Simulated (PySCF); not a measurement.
# C₄H₈BF: circular dichroism and optical rotation

Aim: compute the circular dichroism and optical rotation of C₄H₈BF (`BC[C@@H]1C[C@H]1F`).

Computed with PySCF 2.14.0 and routines of our own; the level stands in each step. Atoms count from 0.

## 1. The system as given

14 atoms, charge 0, multiplicity 1; geometry from: GFN2-xTB.

## 2. Circular dichroism and optical rotation: TDDFT CAM-B3LYP/def2-SVPD

Job settings and geometry (Å):

```
{"job": {"kind": "ecd", "xc": "CAM-B3LYP", "basis": "def2-SVPD", "nstates": 8}, "charge": 0, "multiplicity": 1}
B      2.138495     0.596093    -0.321217
C      0.938225     0.168756     0.597954
C     -0.202930    -0.556347    -0.082009
C     -1.294642     0.210469    -0.780498
C     -1.580359    -0.514148     0.495504
F     -2.348506    -1.643521     0.432947
H      2.131487     0.376143    -1.467809
H      3.048573     1.147212     0.162394
H      1.321732    -0.460234     1.409639
H      0.545521     1.057171     1.103515
H      0.079602    -1.494810    -0.542746
H     -1.707473    -0.201367    -1.687996
H     -1.273705     1.289035    -0.751759
H     -1.796697     0.025073     1.409915
```

With the program's defaults for keys left out, this is: TDDFT CAM-B3LYP/def2-SVPD circular dichroism and optical rotation, one conformer, gas phase.

Run with:

```bash
$ OMP_NUM_THREADS=1 python excited_run.py task.json out
```

This one command runs all jobs of the session in turn.

The program printed:

```text
coarse grid: 11480 points
cycle   1  E = -281.4379752774  dE =  7.988e-01  |g| = 4.784e-01  |ddm| = 5.700e+00
cycle   2  E = -281.4393865884  dE = -1.411e-03  |g| = 5.383e-01  |ddm| = 1.222e+00
cycle   3  E = -281.4863530697  dE = -4.697e-02  |g| = 5.420e-02  |ddm| = 5.251e-01
cycle   4  E = -281.4867787437  dE = -4.257e-04  |g| = 2.725e-02  |ddm| = 1.002e-01
cycle   5  E = -281.4869486287  dE = -1.699e-04  |g| = 4.886e-03  |ddm| = 4.786e-02
cycle   6  E = -281.4869543839  dE = -5.755e-06  |g| = 1.170e-03  |ddm| = 1.038e-02
final grid: 110624 points
cycle   7  E = -281.5382783673  dE = -3.524e-05  |g| = 4.417e-03  |ddm| = 8.133e-02
cycle   8  E = -281.5382772898  dE =  1.078e-06  |g| = 5.310e-03  |ddm| = 1.162e-02
cycle   9  E = -281.5382824090  dE = -5.119e-06  |g| = 3.684e-04  |ddm| = 5.209e-03
cycle  10  E = -281.5382824307  dE = -2.167e-08  |g| = 1.855e-04  |ddm| = 8.207e-04
cycle  11  E = -281.5382824384  dE = -7.730e-09  |g| = 2.844e-05  |ddm| = 3.166e-04
cycle  12  E = -281.5382824387  dE = -2.083e-10  |g| = 9.179e-06  |ddm| = 7.297e-05
converged SCF energy = -281.5382824387

Singlet excitations and rotatory strengths (1e-40 esu^2 cm^2)
state   eV       nm     f(len)   f(vel)    R(len)    R(vel)   main configurations
  1   5.4178   228.8  0.00202  0.00186    -1.645    -1.091   H->L 0.78, H-3->L 0.17
  2   5.9362   208.9  0.00006  0.00005    -4.708    -4.672   H-2->L 0.78, H-1->L 0.14
  3   6.6716   185.8  0.00317  0.00309     9.425     9.877   H-1->L 0.81, H-2->L 0.12
  4   7.3951   167.7  0.00649  0.00688     2.170     1.148   H-3->L 0.72, H->L 0.19
  5   7.7069   160.9  0.00968  0.00902    16.903    16.552   H->L+1 0.48, H->L+2 0.44
  6   7.9316   156.3  0.01087  0.01222     8.542    10.055   H->L+2 0.34, H->L+1 0.32, H->L+4 0.13
  7   8.1235   152.6  0.00991  0.00974   -13.557   -13.666   H-4->L 0.81, H-2->L 0.09
  8   8.2663   150.0  0.00844  0.00880   -15.817   -14.748   H-1->L+1 0.45, H-1->L+2 0.37

Specific rotation (deg / (dm g/mL))
    nm     length   length(OI)   velocity    alpha(len)  alpha(vel)
  633.0    -121.00    -119.57    -123.53       60.976     60.814
  589.3    -141.80    -140.13    -144.59       61.160     60.999
  546.0    -168.45    -166.46    -171.50       61.391     61.229
  436.0    -286.99    -283.58    -290.13       62.343     62.182
  405.0    -345.80    -341.68    -348.34       62.775     62.615
  365.0    -456.63    -451.18    -456.83       63.524     63.365
  355.0    -493.77    -487.87    -492.83       63.758     63.599
```

Run time: 68 s. Hardware: 1 thread of Arm Neoverse N1, shared host; peak memory 0.86 GiB.

## 3. Outcome

| quantity | value |
| --- | --- |
| state of largest rotatory strength (velocity form) among 8 (step 2, TDDFT CAM-B3LYP/def2-SVPD) | 7.71 eV, R = +16.6 (velocity), +16.9 (length) ·10⁻⁴⁰ esu² cm² |
| specific rotation at 633.0 nm (step 2, TDDFT CAM-B3LYP/def2-SVPD) | -123.5 (velocity), -121.0 (length) |

Rotations belong to one conformer.
